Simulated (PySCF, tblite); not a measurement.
**C7H14AlFO: geometry, infrared bands and NMR shifts**

What infrared bands and NMR shifts should C7H14AlFO (`C=[C](C)[AlH2-][O+]1CC[C@@H](F)C1`) show?

Computed with tblite 0.8.0 and PySCF 2.14.0, with density-fitted response routines of our own, on a single molecule in the gas phase. Atoms count from 0, in the outputs and in this text.

## Step 1: Starting geometry

24 atoms, charge 0, multiplicity 1; geometry from: force field or distance geometry start.

Bonds of the start (Å): C0–C1 1.35, C1–C2 1.49, C1–Al3 1.97, Al3–O4 1.80, O4–C5 1.37, C5–C6 1.52, C6–C7 1.50, C7–F8 1.38, C7–C9 1.49, C9–O4 1.41, C0–H10 1.07, C0–H11 1.10, C2–H12 1.10, C2–H13 1.10, C2–H14 1.12, Al3–H15 1.61, Al3–H16 1.61, C5–H17 1.10, C5–H18 1.12, C6–H19 1.11, C6–H20 1.12, C7–H21 1.10, C9–H22 1.10, C9–H23 1.10.

## Step 2: Optimising the geometry with GFN2-xTB

The job: settings as JSON, then the geometry in Å.

```
{"job": {"kind": "relax", "xc": "GFN2-xTB", "basis": "xTB"}, "charge": 0, "multiplicity": 1}
C      3.296200    -1.293300     0.555400
C      2.370600    -0.375100     0.210100
C      2.857600     1.029900     0.102100
Al     0.496100    -0.889900    -0.106400
O     -0.532000     0.487700    -0.651700
C     -1.196300     1.176000     0.325100
C     -2.590100     0.595500     0.454800
C     -2.571200    -0.530500    -0.543500
F     -3.812200    -0.645800    -1.125000
C     -1.524400    -0.058200    -1.499100
H      4.320100    -1.023600     0.732400
H      2.913700    -2.320900     0.640400
H      3.530500     1.029600    -0.771600
H      3.442400     1.326600     0.981100
H      1.960300     1.681100    -0.059600
H     -0.095500    -1.662100     1.177700
H      0.560600    -1.956900    -1.313400
H     -0.660100     1.234200     1.281100
H     -1.356700     2.218300    -0.059200
H     -2.794900     0.231900     1.479100
H     -3.376700     1.316200     0.121700
H     -2.285800    -1.441800     0.010700
H     -1.091100    -0.866600    -2.114900
H     -1.872700     0.757500    -2.152800
```

Run with:

```console
$ OMP_NUM_THREADS=1 python probes_run.py task.json out
```

One launch serves the whole session: the jobs run in the order shown.

**Question.** This job is followed by: GFN2-xTB harmonic vibrations, gas phase; GIAO PBE0/pcSseg-1 NMR shielding, non-relativistic, gas phase. What will the session give for the following? strongest single infrared mode (GFN2-xTB); zero-point energy (GFN2-xTB); 13C shifts against TMS (PBE0/pcSseg-1); 1H shifts against TMS (PBE0/pcSseg-1, means over atoms taken as alike); 27Al shifts against AlH4- (PBE0/pcSseg-1); 17O shifts against H2O (PBE0/pcSseg-1); 19F shifts against CFCl3 (PBE0/pcSseg-1).

**Answer**, as computed:

```
                                                              quantity                                                                       value
                             strongest single infrared mode (GFN2-xTB)                                                        722 cm⁻¹, 538 km/mol
                                          zero-point energy (GFN2-xTB)                                                              117.9 kcal/mol
                                13C shifts against TMS (PBE0/pcSseg-1)                              171.1, 140.5, 95.8, 80.0, 70.2, 37.2, 29.4 ppm
1H shifts against TMS (PBE0/pcSseg-1, means over atoms taken as alike)  6.36, 6.00, 5.53, 5.15, 4.94, 4.17, 4.17, 4.07, 3.97, 2.52, 2.15, 2.13 ppm
                             27Al shifts against AlH4- (PBE0/pcSseg-1)                                                                    84.2 ppm
                                17O shifts against H2O (PBE0/pcSseg-1)                                                                    54.8 ppm
                              19F shifts against CFCl3 (PBE0/pcSseg-1)                                                                  -200.6 ppm
```

In words: The optimisation took 242 steps and gained 1.231 eV; among the close pairs (by a distance rule), Al3–O4 changed most, from 1.803 to 1.904 Å. The lowest mode is slightly imaginary (18i cm⁻¹), a soft motion within the noise of the Hessian, so the minimum is not strictly shown. The strongest single mode, at 722 cm⁻¹, moves mainly H16 and H15. GFN2-xTB is a fitted tight-binding method: band positions and strengths are rough. Its intensities can rank the bands wrongly. At PBE0/pcSseg-1: The largest span, 295 ppm, is at C1, where the paramagnetic term is -245 ppm.
